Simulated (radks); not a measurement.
# Br³⁺ in [Ar] 3d10 4s2 4p2: an all-electron calculation

One table from this session's results is given with a row withheld; the runs are named, their logs left out.

Program: radks (a radial shooting solver on a logarithmic mesh, Libxc functionals) version 1. Level of theory: scalar-relativistic Kohn-Sham, exchange-only LDA, spin-polarised, spherical densities, finite nucleus; open shells are filled with parallel spins first. These are calculated values, not measurements, unless marked.

## Starting point

- element: bromine (Z = 35)
- charge: +3
- electrons: 32
- configuration: [Ar] 3d10 4s2 4p2
- nuclear rms radius: 4.1629 fm

Outer shells as boxes (Hund's rule):

Br³⁺
```
[Ar] core
3d [↑↓][↑↓][↑↓][↑↓][↑↓]
4s [↑↓]
4p [↑ ][↑ ][  ]
```

Set-up of the first run:

Settings of this run:

```text
Z 35
configuration [Ar] 3d10 4s2 4p2
relativity scalar-relativistic
functional lda,
spin polarised
nucleus finite rms 4.1629 fm
c 137.035999084
```

One of the session's tables, all rows but one given; the rest of the session is left out.

It belongs to the step «Radial structure». Radial moments (bohr):

| level | <r> | outermost maximum (interpolated) | 90 % within | nodes |
| --- | --- | --- | --- | --- |
| 1s up | 0.04280 | 0.0280 | 0.0765 | 0 |
| 1s down | 0.04280 | 0.0280 | 0.0765 | 0 |
| 2s up | 0.1898 | 0.159 | 0.293 | 1 |
| 2s down | 0.1898 | 0.159 | 0.293 | 1 |
| 2p up | 0.1656 | 0.127 | 0.270 | 0 |
| 2p down | 0.1656 | 0.127 | 0.270 | 0 |
| 3s up | 0.5526 | 0.485 | 0.823 | 2 |
| 3s down | 0.5522 | 0.485 | 0.822 | 2 |
| 3p up | ? | ? | ? | ? |
| 3p down | 0.5642 | 0.481 | 0.862 | 1 |
| 3d up | 0.5898 | 0.429 | 0.973 | 0 |
| 3d down | 0.5868 | 0.429 | 0.966 | 0 |
| 4s up | 1.551 | 1.37 | 2.26 | 3 |
| 4s down | 1.545 | 1.36 | 2.26 | 3 |
| 4p up | 1.767 | 1.54 | 2.61 | 2 |
| 4p down | 1.774 | 1.53 | 2.63 | 2 |

**Question.** Estimate the row for 3p up.

The run gave: <r>: 0.5648; outermost maximum (interpolated): 0.481; 90 % within: 0.863; nodes: 1. In the column «<r>» it lies between 3p down (0.5642) and 3d down (0.5868).

To keep in mind: Open shells are spherical and high-spin; term and fine-structure splittings are not resolved.
